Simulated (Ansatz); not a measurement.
This was printed by a script on the Ansatz DFT code, driven from Python, for a single point in a Gaussian basis of C2H6BrNSi, SMILES NC=C([SiH3])Br. What did the script look like? Level of theory: RPA, def2-SVPD basis, multiplicity 1.

```xyz
11

N    -0.8928    1.4554   -1.3722
C    -0.5382    0.3358   -0.7714
C     0.2833    0.2111    0.2470
Si    0.8736   -1.4142    0.9801
Br    1.1166    1.6899    1.0735
H    -1.9101    1.5025   -1.6964
H    -0.6932    2.3363   -0.8359
H    -0.9505   -0.5194   -1.2426
H     0.4250   -1.4788    2.4615
H     2.2653   -1.6495    0.8830
H     0.0865   -2.5261    0.2941
```

```console
$ python c2h6brnsi_energy.py
converged              True
free_energy_ev         -81511.05011945065
reference_energy_ev    -81484.44613441725
n_frozen               0
n_occupied             [37, 37]
n_virtual              [136, 136]
random_phase       -0.9776784 Ha
<S^2> = 0.0  relativity: none
passes: {'evaluations': 13, 'products': 45}
occupied orbitals by irrep: [{'A': 37}, {'A': 37}]
HOMO -8.924 eV, LUMO 2.158 eV, gap 11.082 eV
```

One script that gives this output:

Script `c2h6brnsi_energy.py`:
```python
"""Single point of C2H6BrNSi in a Gaussian basis."""

from pathlib import Path
import warnings

import ansatz
from ase import Atoms

warnings.simplefilter("ignore", ansatz.DeckWarning)

atoms = Atoms(["N", "C", "C", "Si", "Br", "H", "H", "H", "H", "H", "H"], positions=[
    (-0.8928, 1.4554, -1.3722),
    (-0.5382, 0.3358, -0.7714),
    (0.2833, 0.2111, 0.247),
    (0.8736, -1.4142, 0.9801),
    (1.1166, 1.6899, 1.0735),
    (-1.9101, 1.5025, -1.6964),
    (-0.6932, 2.3363, -0.8359),
    (-0.9505, -0.5194, -1.2426),
    (0.425, -1.4788, 2.4615),
    (2.2653, -1.6495, 0.883),
    (0.0865, -2.5261, 0.2941),
])
mol = ansatz.Crystal.molecule_from_ase(atoms)

setup = mol.calculation()
setup = setup.basis(gaussian="def2-SVPD")
setup = setup.correlation("rpa", electrons="all")
setup = setup.orbitals()
result = setup.run(runs_dir="runs")
summary = result.report

for key in ("converged", "free_energy_ev", "reference_energy_ev", "n_frozen", "n_occupied", "n_virtual"):
    print(f"{key:22s} {summary[key]}")

parts = summary["correlation"]
for name in ("random_phase", "coupled_cluster", "perturbative"):
    if name in parts:
        print(f"{name:16s} {parts[name]['energy']['hartree']:12.7f} Ha")
if "second_order" in parts:
    pair = parts["second_order"]
    print(f"MP2 same spin {pair['same_spin']['hartree']:.7f} Ha, opposite spin {pair['opposite_spin']['hartree']:.7f} Ha")

field = summary["mean_field"]
print("<S^2> =", round(abs(field["state"]["spin_squared"]), 4), " relativity:", field["relativity"])
print("passes:", field["passes"])
if "symmetry" in field:
    print("occupied orbitals by irrep:", field["symmetry"]["occupied"])

lines = Path(summary["orbitals_path"]).read_text().splitlines()
field_of = lambda key: [line.split("=")[1].strip() for line in lines if line.startswith(key)]
orbitals = [(27.211386 * float(e), s, float(n)) for e, s, n in zip(field_of("Ene="), field_of("Spin="), field_of("Occup="))]
homo = max(e for e, _, n in orbitals if n > 0.5)
lumo = min(e for e, _, n in orbitals if n < 0.5)
print(f"HOMO {homo:.3f} eV, LUMO {lumo:.3f} eV, gap {lumo - homo:.3f} eV")
```

These settings explore the input space; basis and method may be short of convergence. The geometry is a force-field or estimated start, not a minimum of this method, and the basis set is short of its limit. Levels such as HOMO and LUMO are orbital energies: in Hartree-Fock the gap is too wide and the LUMO hangs on the basis. S² is that of the Hartree-Fock reference. Timing: 15 s on 1 thread of Arm Neoverse V2, with other jobs on the host, peak memory 0.64 GiB.

(Lines on the test bed's own set-up are left out of the output.)
